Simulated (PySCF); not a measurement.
# C4H7F3Ge: the cost of one run

Computed with PySCF 2.14.0 and routines of our own; the level stands in each step. Atoms count from 0.

### 1 The system as given

15 atoms, charge 0, multiplicity 1; geometry from: GFN2-xTB.

### 2 Magnetic properties: GIAO PBE0/pcSseg-1

What the job is given:

```
{"job": {"kind": "mag", "xc": "PBE0", "basis": "pcSseg-1", "isotopologues": 2}, "charge": 0, "multiplicity": 1}
F     -0.717892    -0.761108     1.421364
C     -1.734715    -0.308150     0.639355
F     -2.755094    -0.058911     1.467419
F     -2.101986    -1.370431    -0.105729
C     -1.347054     0.884235    -0.162291
C     -0.250641     0.899068    -0.916067
C      0.697587    -0.221389    -1.053499
Ge     1.935158    -0.315372     0.524426
H     -2.012033     1.726365    -0.070837
H     -0.010292     1.812082    -1.443398
H      1.288160    -0.108677    -1.960707
H      0.173565    -1.174641    -1.101186
H      1.877859    -1.654177     1.172027
H      3.340816    -0.087645     0.047237
H      1.612149     0.746741     1.519973
```

Level: GIAO PBE0/pcSseg-1 magnetisability, rotational g tensor and spin-rotation constants, non-relativistic, gas phase.

Command:

```bash
$ OMP_NUM_THREADS=1 python excited_run.py task.json out
```

One launch serves the whole session: the jobs run in the order shown.

**Question.** How long does this first job take on 1 thread of Arm Neoverse N1, shared host, and how much memory does it need?

About 83 s, with a peak of 1 GiB.
